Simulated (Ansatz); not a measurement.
**Ta3AsAu2O13 in Ansatz: convergence with k mesh**

The system is Ta3AsAu2O13.

```
CELL_PARAMETERS angstrom
5.88672 0.00000 0.00000
2.19986 5.91413 0.00000
1.85109 1.73865 7.56124
ATOMIC_POSITIONS crystal
Ta 0.39605 0.05000 0.58683
Ta 0.95891 0.61806 0.76348
Ta 0.06984 0.27356 0.18903
As 0.07072 0.88917 0.02743
Au 0.21939 0.67567 0.38144
Au 0.68925 0.45927 0.56874
O 0.16689 0.59518 0.16534
O 0.86104 0.11514 0.11677
O 0.26950 0.96377 0.83676
O 0.87527 0.82792 0.92000
O 0.70329 0.78261 0.54686
O 0.17528 0.40817 0.59350
O 0.27798 0.92640 0.17203
O 0.64612 0.14878 0.61595
O 0.14281 0.39538 0.93941
O 0.30048 0.17203 0.35732
O 0.19051 0.80386 0.59347
O 0.70787 0.47140 0.81379
O 0.77878 0.42364 0.31185
```

The cell was built by a generator and needn't be a form met in nature.

| Property | Result |
| --- | --- |
| Program | Ansatz 0.2.0 |
| Task | convergence study |
| Functional | PBE |
| Potentials or basis | Ansatz PAW |
| Cutoff | 420 eV (not typed: the program's choice for these potentials) |
| k mesh | 2 × 2 × 1 |
| Occupations | fermi-dirac, width 0.05 eV |
| Spin | no spin polarisation |

These are the settings of the first run; the series varies k mesh, with any setting tied to it.

Hardware: 8 threads of Arm Neoverse V2 (shared host).

Problem. The values tried are 2 × 2 × 1, 2 × 2 × 2, 3 × 2 × 2, 3 × 3 × 2, 4 × 4 × 3, 5 × 4 × 3, 6 × 5 × 4, 7 × 7 × 5, 8 × 8 × 6, loosest first. From which on does the energy stay within 1 meV/atom of the tightest run that finished?

Solution. From 3 × 3 × 2 on.

```
   k mesh  energy less the tightest run, at zero smearing (meV/atom)  pressure (GPa)  largest force (eV/Å)  gap on the mesh (eV)  SCF cycles  CPU time (s)  peak memory (GiB)
2 × 2 × 1                                                       3.50            0.04                 0.216                 1.629          11           7.8               0.81
2 × 2 × 2                                                       3.08            0.01                 0.195                 1.581          11            13                1.2
3 × 2 × 2                                                       2.64            0.00                 0.193                 1.603          11            21                1.1
3 × 3 × 2                                                       0.33            0.00                 0.033                 1.616          11            31                1.3
4 × 4 × 3                                                       0.03            0.01                 0.009                 1.598          11            77                1.6
5 × 4 × 3                                                       0.04            0.01                 0.009                 1.603          11            97                1.7
6 × 5 × 4                                                       0.01            0.01                 0.009                 1.593          11           190                  2
7 × 7 × 5                                                       0.00            0.01                 0.010                 1.598          11           390                2.8
8 × 8 × 6                                                       0.00            0.01                 0.010                 1.594          11           610                3.8
```

Against the tightest run, the pressure stays within 0.1 GPa from 2 × 2 × 1 on; the largest force stays within 0.005 eV/Å from 4 × 4 × 3 on; the gap on the mesh stays within 0.01 eV from 4 × 4 × 3 on. Meshes of other sizes hit other points, so gaps and Fermi surfaces needn't settle smoothly. The tightest run that finished is the yardstick and may itself not be fully converged.

Caveat, for the tightest run too: the pressure holds a Pulay correction of +0.6 GPa for the finite cutoff; spin-orbit coupling is left out, which moves the levels of the heavy elements.
